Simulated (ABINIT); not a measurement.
Runs of ABINIT 10.8.3 (patched build) on BiTe. The structure is cubic, space group Fm-3m (No. 225). The conventional cell has a = 6.470 Å, b = 6.470 Å, c = 6.470 Å, α = 90.00°, β = 90.00°, γ = 90.00°. Bi (site symmetry m-3m) has 6 Te at 3.23 Å as nearest neighbours. Te (site symmetry m-3m) has 6 Bi at 3.23 Å as nearest neighbours. 

```csv
level,gap on the mesh (eV),pressure (GPa)
revPBE,none,(b)
PW91,none,0.6
RPBE,none,1.9
SCAN,none,(a)
PBEsol,none,-1.8
```

Alike in all rows: task single point; potentials or basis JTH PAW PBE v2.0; no spin polarisation; cell as given; k mesh 7 × 7 × 7; cutoff (eV) 707; smearing fermi-dirac 0.05 eV.

Task: Fill in the values left out.

Result: (a) -1.6; (b) 1.5.

Caveats: the PAW data sets were made with another functional, which shifts forces and pressure a little; spin-orbit coupling is left out, which moves the levels of the heavy elements.

A k mesh can miss the band edges, and the runs leave out spin-orbit coupling on Bi, Te.

A gap of «none» marks a metal or a gap under the smearing width.

Runs at the PBE level aren't shown here.
